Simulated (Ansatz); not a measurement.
# CsHfSc: the cost of one run

Method: DFT PBE, scalar-relativistic, plane waves, PAW, in Ansatz 0.2.0.

1 further run of the same task is left out (it didn't finish).

### 1 The system as given

It takes space group Cmmm (No. 65, orthorhombic). Conventional cell: a = 5.983 Å, b = 6.018 Å, c = 5.895 Å, α = 90.00°, β = 90.00°, γ = 90.00°. Around Cs (site symmetry mmm) lie 4 Hf at 2.99 to 3.01 Å. Hf (site symmetry mmm) has 2 Sc at 2.95 Å and 4 Cs at 2.99 to 3.01 Å as nearest neighbours. Sc (site symmetry mmm) has 2 Hf at 2.95 Å as nearest neighbours.

Coordinates:

```cif
data_structure
_symmetry_space_group_name_H-M 'P 1'
_symmetry_Int_Tables_number 1
_cell_length_a 4.2430
_cell_length_b 4.2430
_cell_length_c 5.8954
_cell_angle_alpha 90.000
_cell_angle_beta 90.000
_cell_angle_gamma 90.330
_cell_volume 106.13
loop_
_atom_site_label
_atom_site_type_symbol
_atom_site_fract_x
_atom_site_fract_y
_atom_site_fract_z
_atom_site_occupancy
Cs1 Cs 0.00000 0.00000 0.00000 1
Hf1 Hf 0.50000 0.50000 0.00000 1
Sc1 Sc 0.50000 0.50000 0.50000 1
```

The cell is invented: random cell by space group and Wyckoff sites (Cmmm, No. 65). Its size is a rough estimate.

### 2 Probe: one point on a coarse mesh

input.yaml

```yaml
crystal:
  lattice:
    - [2.99160416, -3.00889671, 0.0]
    - [2.99160416, 3.00889671, 0.0]
    - [0.0, 0.0, 5.89543299]
  atoms:
    - { symbol: Cs, position: [0.0, 0.0, 0.0] }
    - { symbol: Hf, position: [0.5, 0.5, 0.0] }
    - { symbol: Sc, position: [0.5, 0.5, 0.5] }
basis:
  ecutwfc: 420
kpoints:
  mp_grid: { grid: [4, 4, 4] }
hamiltonian:
  xc: pbe
scf:
  occupations: { method: gaussian, width: 0.1 }
  lower_state_search: "off"
output:
  forces: true
  stress: true
  eigenvalues: true
```

On the command line:

```bash
ansatz run input.yaml --threads 1 --pin off --max-ram 2560MiB --backend cpu --events-out ev --progress --plain --runs-dir out
```

Q: Estimate wall time and peak memory on 1 thread of Arm Neoverse V2, shared host.

About 3.9 s, with a peak of 0.4 GiB.
